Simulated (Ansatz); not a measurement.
# SiCl3: the cost of one run

Program: Ansatz 0.2.0. Level of theory: DFT PBE, scalar-relativistic, plane waves, PAW. These are calculated values, not measurements.

## Step 1: The system as given

The structure is hexagonal, space group P6_3/m (No. 176). The conventional cell has a = 6.276 Å, b = 6.276 Å, c = 6.761 Å, α = 90.00°, β = 90.00°, γ = 120.00°. Around Si (site symmetry -6) lie 3 Cl at 1.81 Å. Around Cl (site symmetry m) lie 1 Si at 1.81 Å.

Structure file:

```
CELL_PARAMETERS angstrom
6.27624 0.00000 0.00000
-3.13812 5.43538 0.00000
0.00000 0.00000 6.76141
ATOMIC_POSITIONS crystal
Si 0.33333 0.66667 0.25000
Si 0.66667 0.33333 0.75000
Cl 0.04550 0.37630 0.25000
Cl 0.66920 0.04550 0.75000
Cl 0.62370 0.66920 0.25000
Cl 0.95450 0.62370 0.75000
Cl 0.33080 0.95450 0.25000
Cl 0.37630 0.33080 0.75000
```

This is candidate A: BCl3 type (P6_3/m, No. 176).

(A quick probe on a coarse mesh, which set the mesh and smearing, is not shown.)

## Step 3: Coarse relaxation (candidate A)

input.yaml

```yaml
crystal:
  lattice:
    - [6.2762372939, 0.0, 0.0]
    - [-3.138118647, 5.4353809367, 0.0]
    - [0.0, 0.0, 6.7614090984]
  atoms:
    - { symbol: Si, position: [0.3333333333, 0.6666666667, 0.25] }
    - { symbol: Si, position: [0.6666666667, 0.3333333333, 0.75] }
    - { symbol: Cl, position: [0.0455, 0.3763, 0.25] }
    - { symbol: Cl, position: [0.6692, 0.0455, 0.75] }
    - { symbol: Cl, position: [0.6237, 0.6692, 0.25] }
    - { symbol: Cl, position: [0.9545, 0.6237, 0.75] }
    - { symbol: Cl, position: [0.3308, 0.9545, 0.25] }
    - { symbol: Cl, position: [0.3763, 0.3308, 0.75] }
basis:
  ecutwfc: 420
kpoints:
  mp_grid: { grid: [3, 3, 4] }
hamiltonian:
  xc: pbe
scf:
  occupations: { method: gaussian, width: 0.1 }
  lower_state_search: "off"
output:
  forces: true
  stress: true
  eigenvalues: true
relax:
  adjacent_minimum: "off"
  f_tol: 0.04
  max_steps: 70
  cell: { stress_tol: 0.4 }
```

The run is started by

```
$ ansatz run input.yaml --threads 1 --pin off --max-ram 2560MiB --backend cpu --events-out ev --progress --plain --runs-dir out
```

What time and memory should one allow on 1 thread of Intel Xeon 6975P-C (Granite Rapids), shared host?

About 34 s, with a peak of 0.54 GiB.
